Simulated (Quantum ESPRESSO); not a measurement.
Cu under changes of volume

One of the cells (11.810 Å³/atom); the others are scaled copies at fixed shape and fractional positions:

```
Cu
1.0
     0.00000    1.80750    1.80750
     1.80750    0.00000    1.80750
     1.80750    1.80750    0.00000
Cu
1
Direct
  0.00000 0.00000 0.00000
```

```yaml
Program: Quantum ESPRESSO 7.5
Functional: r2SCAN
Potentials_or_basis: SG15 PBE 1.2
Cutoff: 1197 eV
Density_cutoff: 4789 eV
k_mesh: 10 × 10 × 10
Occupations: fermi-dirac, width 0.05 eV
Spin: no spin polarisation
```

| volume (Å³/atom) | energy over the lowest point (meV/atom) | pressure (GPa) |
| --- | --- | --- |
| 11.102 | ? | ? |
| 11.338 | 1.37 | 2.4 |
| 11.574 | 0.00 | -0.9 |
| 11.810 | 3.17 | -3.8 |
| 12.047 | 10.31 | -6.3 |
| 12.283 | 21.00 | -8.6 |
| 12.519 | 34.80 | -10.5 |

Problem. What does the run at 11.102 Å³/atom give?

Solution. Energy over the lowest point 7.85 meV/atom; pressure 6.1 GPa.

Worked out: A Birch-Murnaghan fit of order 3 (a polynomial in V^(-2/3)) to the other rows has its minimum at 11.52 Å³/atom with B0 = V·E''(V) = 153 GPa and B' = 4.9. It gives 7.80 meV/atom at 11.102 Å³/atom, against the run's 7.85, and -dE/dV = 6.2 GPa, against 6.1.

Energies are extrapolated to zero smearing.

Caveats: the potentials were made for another functional, which shifts forces and pressure.
